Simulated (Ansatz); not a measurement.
# Y2AlSi2: the cost of one run

Computed with Ansatz 0.2.0 (DFT LDA, scalar-relativistic, plane waves, PAW).

1 further run of the same task is left out (it didn't finish).

## (1) Starting point

Symmetry: Immm, No. 71, orthorhombic system. Conventional cell: a = 4.080 Å, b = 5.732 Å, c = 8.737 Å, α = 90.00°, β = 90.00°, γ = 90.00°. Around Y (site symmetry mm2) lie 6 Si at 3.00 to 3.02 Å and 4 Al at 3.25 to 3.41 Å. Al (site symmetry mmm) has 4 Si at 2.63 Å as nearest neighbours. Around Si (site symmetry m2m) lie 1 Si at 2.42 Å and 2 Al at 2.63 Å and 6 Y at 3.00 to 3.02 Å.

Structure file:

```cif
data_structure
_symmetry_space_group_name_H-M 'P 1'
_symmetry_Int_Tables_number 1
_cell_length_a 5.6087
_cell_length_b 5.6087
_cell_length_c 5.6087
_cell_angle_alpha 137.345
_cell_angle_beta 118.540
_cell_angle_gamma 77.689
_cell_volume 102.15
loop_
_atom_site_label
_atom_site_type_symbol
_atom_site_fract_x
_atom_site_fract_y
_atom_site_fract_z
_atom_site_occupancy
Y1 Y 0.28934 0.78934 0.50000 1
Y2 Y 0.71066 0.21066 0.50000 1
Al1 Al 0.00000 0.00000 0.00000 1
Si1 Si 0.71075 0.50000 0.21075 1
Si2 Si 0.28925 0.50000 0.78925 1
```

It is the result of an earlier relaxation at this level (volume 20.43 Å³/atom; gap on the mesh: none (metal)).

## (2) The cell under LDA

Input file input.yaml:

```yaml
crystal:
  lattice:
    - [-2.0398725076, 2.8659674388, 4.3683220732]
    - [2.0398725076, -2.8659674388, 4.3683220732]
    - [2.0398725076, 2.8659674388, -4.3683220732]
  atoms:
    - { symbol: "Y", position: [0.2893428879, 0.7893428879, 0.5] }
    - { symbol: "Y", position: [0.7106571121, 0.2106571121, 0.5] }
    - { symbol: Al, position: [0.0, 0.0, 0.0] }
    - { symbol: Si, position: [0.7107546706, 0.5, 0.2107546706] }
    - { symbol: Si, position: [0.2892453294, 0.5, 0.7892453294] }
basis:
  ecutwfc: 420
kpoints:
  mp_grid: { grid: [10, 10, 10] }
hamiltonian:
  xc: lda
scf:
  occupations: { method: gaussian, width: 0.1 }
output:
  forces: true
  stress: true
  eigenvalues: true
relax:
  adjacent_minimum: "off"
  f_tol: 0.005
  max_steps: 50
  cell: { stress_tol: 0.05 }
```

On the command line:

```bash
ansatz run input.yaml --threads 1 --pin off --max-ram 2560MiB --backend cpu --events-out ev --progress --plain --runs-dir out
```

What time and memory should one allow on 1 thread of Arm Neoverse V2, shared host?

About 2.3 min, with a peak of 0.59 GiB.
